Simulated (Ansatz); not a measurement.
This script drives Ansatz 0.2.0, Python API.

`orders_znni.py`
```python
'''Ferro, antiferro and non-magnetic states of ZnNi.'''

import logging
import sys
import warnings

import ansatz as az
import numpy as np

logging.basicConfig(stream=sys.stdout, format='%(levelname)s %(message)s')
logger = logging.getLogger('calc')
logger.setLevel(logging.INFO)

config = {
    'ecut': 500,
    'functional': 'r2scan',
    'k_spacing': 0.22,
    'smearing': 'fermi_dirac',
    'scf_tol': 1e-09,
}


def count_gap(report):
    # lowest empty less highest filled band, counting bands; zero where they overlap
    return max(report.get('gap_by_band_count_ev') or 0.0, 0.0)

CELL = [
    (2.9083, 0.0, 0.0),
    (0.0, 2.9083, 0.0),
    (0.0, 0.0, 5.8166),
]
ATOMS = [
    ('Zn', (0.5, 0.5, 0.25)),
    ('Ni', (0.0, 0.0, 0.0)),
    ('Zn', (0.5, 0.5, 0.75)),
    ('Ni', (0.0, 0.0, 0.5)),
]


def build(moments):
    crystal = az.Crystal(lattice=az.Lattice.of(CELL))
    for (symbol, position), moment in zip(ATOMS, moments):
        crystal = crystal.atom(symbol, position, moment=moment or None)
    return crystal

warnings.simplefilter('ignore', az.DeckWarning)

# starting moments in muB, one an atom
orders = {
    'FM': [0, 1.2, 0, 1.2],
    'AFM': [0, 1.2, 0, -1.2],
}

rows = []
for label, moments in orders.items():
    base = build(moments).calculation()
    base = base.basis(config['ecut'])
    base = base.functional(config['functional'])
    base = base.kpoints(spacing=config['k_spacing'])
    base = base.occupations(config['smearing'], width=100 * az.meV).scf(tolerance=config['scf_tol'])
    base = base.spin('collinear')
    base = base.band_table()
    r = base.run(threads=1, backend='cpu').report
    rows.append((label, r['free_energy_ev'], r['magnetization_mub'], r['absolute_magnetization_mub'], max(abs(m) for m in r['site_moments_mub']), count_gap(r)))
    print(label, 'site moments:', [round(m, 2) for m in r['site_moments_mub']])

# the same cell with no spin polarisation
plain = (
    build([0] * len(ATOMS)).calculation()
    .basis(config['ecut'])
    .functional(config['functional'])
    .kpoints(spacing=config['k_spacing'])
    .occupations(config['smearing'], width=100 * az.meV)
    .scf(tolerance=config['scf_tol'])
    .band_table()
)
r = plain.run(threads=1, backend='cpu').report
rows.append(('NM', r['free_energy_ev'], 0.0, 0.0, 0.0, count_gap(r)))

lowest = min(row[1] for row in rows)
rows = [(row[0], 1000 * (row[1] - lowest) / 2, *row[2:]) for row in sorted(rows, key=lambda row: row[1])]
for row in rows:
    print('; '.join(f'{name} = {round(v, 4) if isinstance(v, float) else v}' for name, v in zip(['order', 'meV/magnetic atom', 'net muB', 'absolute muB', 'largest site muB', 'gap by band count eV'], row)))
print('lowest of these starts:', rows[0][0])
```

It is started by `python orders_znni.py`. Estimate its wall time and peak memory on 1 thread of Arm Neoverse V1 (shared host).

It took about 5.6 min, with a peak of 0.78 GiB, for 3 runs of the engine.

```console
$ python orders_znni.py
RunWarning: the starting moments were not kept: the SCF closed with an absolute magnetisation of 6.7e-5 μB, where they sum to 2.4 μB in size (2 sites). That is at most 0.1 of that sum. The system's moment may be that small; this SCF shows only that its start led to no larger one. To try another start: change the starting moments (crystal.atoms[].spin, magnetization.per_species, magnetization.initial_magnetization, or on a non-collinear deck that types none of these the spinor_matrix: blocks [...]
FM site moments: [-0.0, 0.0, -0.0, 0.0]
AFM site moments: [-0.0, -0.0, -0.0, 0.0]
order = NM; meV/magnetic atom = 0.0; net muB = 0.0; absolute muB = 0.0; largest site muB = 0.0; gap by band count eV = 0.0
order = FM; meV/magnetic atom = 0.0; net muB = 0.0; absolute muB = 0.0001; largest site muB = 0.0; gap by band count eV = 0.0
order = AFM; meV/magnetic atom = 0.0; net muB = 0.0; absolute muB = 0.0001; largest site muB = 0.0; gap by band count eV = 0.0
lowest of these starts: NM
```
(Warnings from the package without file and line, shortened, repeats left out.)

Caveats:
- The SCF didn't keep the moments it started from (some shrank, vanished or turned); what is printed is the state reached.
- The mesh is modest for a metal, so energies can be off by several to tens of meV an atom and pressures by half a GPa or more; differences at equal mesh fare better.
- A gap by band count of zero or less means overlapping bands, a metal.
- r2SCAN tends to overestimate the moments of itinerant magnets.
- The structure is a deposited one; some such entries were measured under pressure or heat, so a shift against it needn't be the functional's error alone.
- Levels are Kohn-Sham eigenvalues on this mesh.
- Each row is the state reached from that start at the given structure, not necessarily the lowest of its order; other orders weren't tried.
- The script silences the warnings on its input, which a real study should read.
